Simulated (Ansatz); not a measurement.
# Cl3GaH2O: the cost of one run

All numbers below are computed with Ansatz 0.2.0 (RKS PBE0-D4/def2-SVP).

### 1 The structure to begin with

Bond lengths: Ga1–O2 2.197 Å, Ga1–Cl3 2.083 Å, Ga1–Cl4 2.072 Å, Ga1–Cl6 2.615 Å, O2–H7 0.959 Å. Angles: Ga1–O2–H7 124.3°, O2–Ga1–Cl3 109.1°, O2–Ga1–Cl4 106.1°, O2–Ga1–Cl6 73.4°, Cl3–Ga1–Cl4 130.8°, Cl3–Ga1–Cl6 113.0°, Cl4–Ga1–Cl6 109.3°.

As a file:

```xyz
7

Ga   -0.7376   -0.6063   -0.2175
O     0.7603    0.9781   -0.4862
Cl    0.0534   -2.4126   -0.8882
Cl   -2.5785    0.2773   -0.5677
H     0.7519    0.8876    0.7813
Cl    0.0951    0.0465    2.1742
H     1.6555    0.8293   -0.7959
```

### 2 Pulling towards end A

Springs on the bonds that form and break draw the guess towards this end; the thresholds are loose.

The input, input.yaml:

```yaml
crystal:
  periodic: [false, false, false]
  atoms:
    - { symbol: Ga, position_ang: [-0.7376, -0.6063, -0.2175] }
    - { symbol: O, position_ang: [0.7603, 0.9781, -0.4862] }
    - { symbol: Cl, position_ang: [0.0534, -2.4126, -0.8882] }
    - { symbol: Cl, position_ang: [-2.5785, 0.2773, -0.5677] }
    - { symbol: H, position_ang: [0.7519, 0.8876, 0.7813] }
    - { symbol: Cl, position_ang: [0.0951, 0.0465, 2.1742] }
    - { symbol: H, position_ang: [1.6555, 0.8293, -0.7959] }
basis:
  gaussian: { orbitals: def2-SVP }
hamiltonian:
  xc: pbe0
  dispersion: d4
relax:
  f_tol: 0.15
  max_steps: 25
  restrain:
    - { distance: [0, 5], at: 3.54, k: 30.0 }
    - { distance: [4, 1], at: 2.27, k: 30.0 }
    - { distance: [0, 1], at: 1.88, k: 30.0 }
    - { distance: [4, 5], at: 1.33, k: 30.0 }
```

On the command line:

```console
> ansatz run input.yaml --threads 2 --pin off --max-ram 3072MiB --backend cpu --events-out ev --progress --plain --runs-dir out
```

Q: Estimate wall time and peak memory on 2 threads of Intel Xeon Platinum 8375C at 2.90GHz (Ice Lake), shared host.

About 26 s, with a peak of 0.31 GiB.
